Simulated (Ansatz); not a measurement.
**Zr3SeS2: a trial structure relaxed**

Aim: relax a trial structure of Zr3SeS2 and see where it ends.

Method: DFT PBE, scalar-relativistic, plane waves, PAW, in Ansatz 0.2.0.

## Step 1: Starting point

Symmetry: P-6m2, No. 187, hexagonal system. Conventional cell: a = 3.513 Å, b = 3.513 Å, c = 10.459 Å, α = 90.00°, β = 90.00°, γ = 120.00°. Around Zr (site symmetry 3m) lie 3 S at 2.65 Å and 3 Se at 2.75 Å. Zr (site symmetry -6m2) is surrounded by 6 S at 2.62 Å. Se (site symmetry -6m2) is surrounded by 6 Zr at 2.75 Å. S (site symmetry 3m) has 6 Zr at 2.62 to 2.65 Å in its first shell of neighbours.

As a file:

```cif
data_structure
_symmetry_space_group_name_H-M 'P 1'
_symmetry_Int_Tables_number 1
_cell_length_a 3.5126
_cell_length_b 3.5126
_cell_length_c 10.4595
_cell_angle_alpha 90.000
_cell_angle_beta 90.000
_cell_angle_gamma 120.000
_cell_volume 111.76
loop_
_atom_site_label
_atom_site_type_symbol
_atom_site_fract_x
_atom_site_fract_y
_atom_site_fract_z
_atom_site_occupancy
Zr1 Zr 0.66667 0.33333 0.17777 1
Zr2 Zr 0.66667 0.33333 0.82223 1
Zr3 Zr 0.00000 0.00000 0.50000 1
Se1 Se 0.00000 0.00000 0.00000 1
S1 S 0.33333 0.66667 0.34065 1
S2 S 0.33333 0.66667 0.65934 1
```

The start is the relaxed end of an invented cell (made as: species swapped into a database cell of Lu2Ga3Cu (P3m1, No. 156)), taken up again for a closer look.

## Step 2: A first look at the guess

File input.yaml:

```yaml
crystal:
  lattice:
    - [3.5125693, 0.0, 0.0]
    - [-1.7562846, 3.0419742, 0.0]
    - [0.0, 0.0, 10.4594745]
  atoms:
    - { symbol: Zr, position: [0.6666667, 0.3333333, 0.177769] }
    - { symbol: Zr, position: [0.6666667, 0.3333333, 0.822231] }
    - { symbol: Zr, position: [0.0, 0.0, 0.5] }
    - { symbol: Se, position: [0.0, 0.0, 0.0] }
    - { symbol: S, position: [0.3333333, 0.6666667, 0.340655] }
    - { symbol: S, position: [0.3333333, 0.6666667, 0.659345] }
basis:
  ecutwfc: 420
kpoints:
  mp_grid: { grid: [6, 6, 2] }
hamiltonian:
  xc: pbe
scf:
  occupations: { method: gaussian, width: 0.1 }
  lower_state_search: "off"
output:
  forces: true
  stress: true
  eigenvalues: true
```

The run is started by

```bash
$ ansatz run input.yaml --threads 4 --pin off --max-ram 8192MiB --backend cpu --events-out ev --progress --plain --runs-dir out
```

Output (excerpt; [...] marks lines left out):

```text
Warning: RAYON_NUM_THREADS=4 ignored (pool sized by the plan → 4); use --threads N
[...]
Pseudopotentials: kind: paw
Pseudopotential: Zr, paw, valence charge 12, recommended cutoff 420 eV (normal), Zr.paw.azcp
Pseudopotential: Se, paw, valence charge 16, recommended cutoff 420 eV (normal), Se.paw.azcp
Pseudopotential: S, paw, valence charge 6, recommended cutoff 420 eV (normal), S.paw.azcp
Functional definition: PBE
[...]
Crystal: 6 atoms, lattice volume = 111.761 Å³
Basis set: ecut = 420 eV, 2165 PW (Γ), exchange–correlation on 48×48×144 points (8 copies of the dense FFT grid, shifted against one another)
Bands: 39, of which v1, the nominal top of the filled ones, is band 32 counted from 1 (31 counted from 0)
Symmetry: 12 space group operations
Space group: P-6m2 (ITA 187), of the structure as read, at distance tolerance 4.8e-5 Å
k-points: 14 of 72 (time reversal used)
[...]
SCF iter   1: F=—  HF=-19832.923748 eV  |F-HF|=—  |Δ(HF+E_count)|=         —  Δρ=6.41e-3  dr2=1.94e-1  ethr=1.77e-3  ⟨swp⟩=5.4  Hψ=2048  notcnv=0
[...]
SCF iter   8: F=-19832.903850 eV  HF=-19832.903850 eV  |F-HF|=7.59e-8  |Δ(HF+E_count)|=   1.07e-7  Δρ=3.65e-6  dr2=8.91e-8  ethr=1.56e-10  ⟨swp⟩=6.9  Hψ=2291  notcnv=0
[...]
SCF converged after 8 iterations
Free energy (F): -19832.903850 eV
[...]
E sigma→0 (E₀):  -19832.895196 eV
Entropy (-TS):   -0.017307 eV (-2.885 meV/atom)
Fermi energy:    14.698877 eV
[...]
--- Forces (eV/Å), atoms counted from 1 ---
  atom   1  Zr     0.00000000     0.00000000    -0.00089440
  atom   2  Zr     0.00000000     0.00000000     0.00089440
  atom   3  Zr     0.00000000     0.00000000     0.00000000
  atom   4  Se     0.00000000     0.00000000     0.00000000
  atom   5  S      0.00000000     0.00000000     0.01777794
  atom   6  S      0.00000000    -0.00000000    -0.01777794
[...]
--- Stress (GPa, compression-positive) ---
       -0.151794       0.000000       0.000000
        0.000000      -0.151794       0.000000
        0.000000       0.000000       0.426350
  P = ⅓ Tr σ = 0.0409 GPa (0.409 kbar)
--- Band table (eV; the first three rows and the last of 14) ---
[...]
```

Run time: 1.1 s. Hardware: 4 threads of Intel Xeon Platinum 8488C (Sapphire Rapids), shared host; peak memory 0.47 GiB.

The probe gives pressure 0.0 GPa, largest force 0.02 eV/Å, gap on this mesh none (metal). The relaxation goes to the converged mesh at once.

## Step 3: Spin check on a coarse mesh

Changes to input.yaml since step 2:

```diff
@@ -6,5 +6,5 @@
   atoms:
-    - { symbol: Zr, position: [0.6666667, 0.3333333, 0.177769] }
-    - { symbol: Zr, position: [0.6666667, 0.3333333, 0.822231] }
-    - { symbol: Zr, position: [0.0, 0.0, 0.5] }
+    - { symbol: Zr, position: [0.6666667, 0.3333333, 0.177769], spin: 1.0 }
+    - { symbol: Zr, position: [0.6666667, 0.3333333, 0.822231], spin: 1.0 }
+    - { symbol: Zr, position: [0.0, 0.0, 0.5], spin: 1.0 }
     - { symbol: Se, position: [0.0, 0.0, 0.0] }
@@ -25 +25,4 @@
   eigenvalues: true
+  populations: true
+magnetization:
+  spin_polarized: true
```

The run is started by

```bash
$ ansatz run input.yaml --threads 4 --pin off --max-ram 8192MiB --backend cpu --events-out ev --progress --plain --runs-dir out
```

Output (excerpt; [...] marks lines left out):

```text
[...]
SCF converged after 16 iterations
Magnetization: -0.0000 μB (32.0000 up, 32.0000 down)
Absolute magnetization: 0.0000 μB (∫|ρ↑−ρ↓|, with the PAW one-centre terms)
Spin contamination: 0.0000 ħ² per cell (⟨S²⟩ above its minimum at these occupations)
Per-site moments (μB) at R_I (Å): [(-2.588565883924857e-6, 1.092565622056016), (-2.5885658844123373e-6, 1.092565622056016), (-3.4467626722044025e-6, 1.0828016101546427), (-2.6088609027199954e-7, 1.134935283800334), (-1.3552143709229862e-7, 1.082801610154643), (-1.3552143758208137e-7, [...]
Free energy (F): -19832.903850 eV
[...]
E sigma→0 (E₀):  -19832.895196 eV
Entropy (-TS):   -0.017308 eV (-2.885 meV/atom)
Fermi energy:    14.698890 eV
[...]
--- Forces (eV/Å), atoms counted from 1 ---
  atom   1  Zr     0.00000000     0.00000000    -0.00120342
  atom   2  Zr     0.00000000     0.00000000     0.00120342
  atom   3  Zr     0.00000000     0.00000000     0.00000000
  atom   4  Se     0.00000000     0.00000000     0.00000000
  atom   5  S      0.00000000     0.00000000     0.01785240
  atom   6  S      0.00000000     0.00000000    -0.01785240
[...]
--- Stress (GPa, compression-positive) ---
       -0.151758       0.000000       0.000000
        0.000000      -0.151758       0.000000
        0.000000       0.000000       0.426425
  P = ⅓ Tr σ = 0.0410 GPa (0.410 kbar)
--- Band table (eV; the first three rows and the last of 28) ---
[...]
--- Löwdin populations: 6 sites ---
  site symbol       q [e]    m [muB]
     0     Zr     11.7273    -0.0000
     1     Zr     11.7273    -0.0000
     2     Zr     11.6943    -0.0000
     3     Se     16.1050    -0.0000
     4      S      6.1729     0.0000
     5      S      6.1729     0.0000
  spilling = 0.006254 (of n_electrons = 64.000000)
```

It took 3.7 s on 4 threads of Intel Xeon Platinum 8488C (Sapphire Rapids), shared host; peak memory 0.54 GiB.

Per atom:

```csv
atom,Löwdin electrons
Zr1,11.73
Zr2,11.73
Zr3,11.69
Se4,16.11
S5,6.17
S6,6.17
```

The Löwdin counts miss 0.40 of the 64 electrons, which the atomic orbitals do not span, so they are no charges.

The same cell is solved with trial moments on Zr. The largest site moment that stays is 0.00 μB and the cell's total 0.00 μB. The workflow keeps spin only above 0.25 μB on a site, so the next run goes without spin.

## Step 4: Final relaxation

File input.yaml:

```yaml
crystal:
  lattice:
    - [3.5125693, 0.0, 0.0]
    - [-1.7562846, 3.0419742, 0.0]
    - [0.0, 0.0, 10.4594745]
  atoms:
    - { symbol: Zr, position: [0.6666667, 0.3333333, 0.177769] }
    - { symbol: Zr, position: [0.6666667, 0.3333333, 0.822231] }
    - { symbol: Zr, position: [0.0, 0.0, 0.5] }
    - { symbol: Se, position: [0.0, 0.0, 0.0] }
    - { symbol: S, position: [0.3333333, 0.6666667, 0.340655] }
    - { symbol: S, position: [0.3333333, 0.6666667, 0.659345] }
basis:
  ecutwfc: 420
kpoints:
  mp_grid: { grid: [12, 12, 4] }
hamiltonian:
  xc: pbe
scf:
  occupations: { method: gaussian, width: 0.1 }
output:
  forces: true
  stress: true
  eigenvalues: true
  write_density: true
  write_potential: true
  elf: true
  volumetric_format: npy
relax:
  adjacent_minimum: "off"
  f_tol: 0.01
  max_steps: 80
  cell: { stress_tol: 0.05 }
```

The run is started by

```bash
$ ansatz run input.yaml --threads 4 --pin off --max-ram 8192MiB --backend cpu --events-out ev --progress --plain --runs-dir out
```

Output (excerpt; [...] marks lines left out):

```text
Warning: RAYON_NUM_THREADS=4 ignored (pool sized by the plan → 4); use --threads N
[...]
Pseudopotentials: kind: paw
Pseudopotential: Zr, paw, valence charge 12, recommended cutoff 420 eV (normal), Zr.paw.azcp
Pseudopotential: Se, paw, valence charge 16, recommended cutoff 420 eV (normal), Se.paw.azcp
Pseudopotential: S, paw, valence charge 6, recommended cutoff 420 eV (normal), S.paw.azcp
Functional definition: PBE
[...]
Crystal: 6 atoms, lattice volume = 111.761 Å³
Basis set: ecut = 420 eV, 2165 PW (Γ), exchange–correlation on 48×48×144 points (8 copies of the dense FFT grid, shifted against one another)
Bands: 39, of which v1, the nominal top of the filled ones, is band 32 counted from 1 (31 counted from 0)
Symmetry: 12 space group operations
Space group: P-6m2 (ITA 187), of the structure as read, at distance tolerance 4.8e-5 Å
k-points: 57 of 576 (time reversal used)
[...]
        0.000000       0.001113       0.000000
        0.000000       0.000000       0.002698
  P = ⅓ Tr σ = 0.0016 GPa (0.016 kbar)
--- Band table (eV; the first three rows and the last of 57) ---
[...]
--- Relaxed structure (1 steps of the walk, 1 accepted, 1 SCFs on fresh bases) ---
  F+E_penalty+E_count = -19832.91521369 eV   max|allowed force component| = 8.997e-4 eV/Å   (the final SCF, on the basis selected at the relaxed cell)
  cell:  # Å, volume = 111.7610 Å³
    - [3.512569273237897, -2.886751340365389e-8, 0.0]
    - [-1.7562846116189483, 3.041974237610418, 0.0]
    - [0.0, 0.0, 10.4594745]
  atoms:
    - { symbol: Zr, position: [0.6666666666666667, 0.33333333333333326, 0.17776900000000004] }
    - { symbol: Zr, position: [0.6666666666666667, 0.33333333333333326, 0.8222310000000002] }
    - { symbol: Zr, position: [0.0, 0.0, 0.5000000000000001] }
    - { symbol: Se, position: [0.0, 0.0, 0.0] }
    - { symbol: S, position: [0.3333333333333333, 0.6666666666666665, 0.34065500000000004] }
    - { symbol: S, position: [0.3333333333333333, 0.6666666666666665, 0.6593450000000001] }
```

It took 8.3 s on 4 threads of Intel Xeon Platinum 8488C (Sapphire Rapids), shared host; peak memory 0.62 GiB.

Relaxation path:

```
step  energy from step 1 (eV/cell)  largest force component (eV/Å)  pressure (GPa)  volume (Å³)
   1                        0.0000                          0.0009            0.00       111.76
   2                        0.0000                          0.0009            0.00       111.76
```

Step 1 is the start. Step 2 repeats the geometry before it on a plane-wave basis chosen anew for that cell, so its energy need not be comparable with the rows above.

|  | before | after | change |
| --- | --- | --- | --- |
| a (Å) | 3.513 | 3.513 | 0.0 % |
| b (Å) | 3.513 | 3.513 | 0.0 % |
| c (Å) | 10.459 | 10.459 | 0.0 % |
| volume (Å³/atom) | 18.63 | 18.63 | 0.0 % |
| shortest distance (Å) | 2.625 | 2.625 | 0.0 % |
| space group (0.01 Å) | P-6m2 | P-6m2 | same |

The run keeps the 12 symmetry operations of the start, so it could not have lowered the symmetry.

Density in a lattice plane of the grid's cell (edges 3.51 and 10.46 Å, at 0.000 of the third edge), which holds Zr and Se.

Ten even steps from '0' (0.08 e/Å³) to '9' (45.34 e/Å³):
```
10000000
00000000
00000000
00000000
00000000
00000000
00000000
00000000
00000000
00000000
00000000
00000000
00000000
00000000
00000000
00000000
00000000
00000000
10000000
92000002
```
Columns run along the first of these edges and rows up along the second, over one cell in 8 and 20 even steps from the bottom left corner. Atoms in the plane (fractional): Zr at (0.00, 0.50), Se at (0.00, 0.00).

ELF in the same plane.

Ten even steps from '0' (0.03) to '9' (0.81):
```
68941498
88511158
43123213
32112112
11111111
01478741
01599951
42168612
99314139
08713178
99314139
42168612
01599951
01478741
11111111
32112112
43123213
88511158
68941498
05961695
```
Columns run along the first of these edges and rows up along the second, over one cell in 8 and 20 even steps from the bottom left corner. Atoms in the plane (fractional): Zr at (0.00, 0.50), Se at (0.00, 0.00).

Both are smooth fields of the valence electrons: close to the nuclei they are not physical.

The highest ELF values outside the cores: 0.85 in the shell around S, 0.8 Å from S; 0.80 in the shell around Se, 0.9 Å from Se; 0.67 between the atoms, 2.0 Å from Zr.

## Step 5: Outcome

| quantity | value |
| --- | --- |
| symmetry at the end (tolerance 0.05 Å) | space group P-6m2 (No. 187) |
| conventional cell | a = 3.513 Å, b = 3.513 Å, c = 10.459 Å, α = 90.00°, β = 90.00°, γ = 120.00° |
| volume | 18.63 Å³/atom |
| energy over the elements | -1.37 eV/atom |
| gap on the mesh | none (metal) |

What this shows: The space group P-6m2 (No. 187) is kept, at nearly the size of the first guess. It lies below the elements, which doesn't yet make it stable: competing phases were not computed in this session. No finished test with a distortion of lower symmetry is shown, so the end may be a saddle point. Other magnetic orders were not searched.
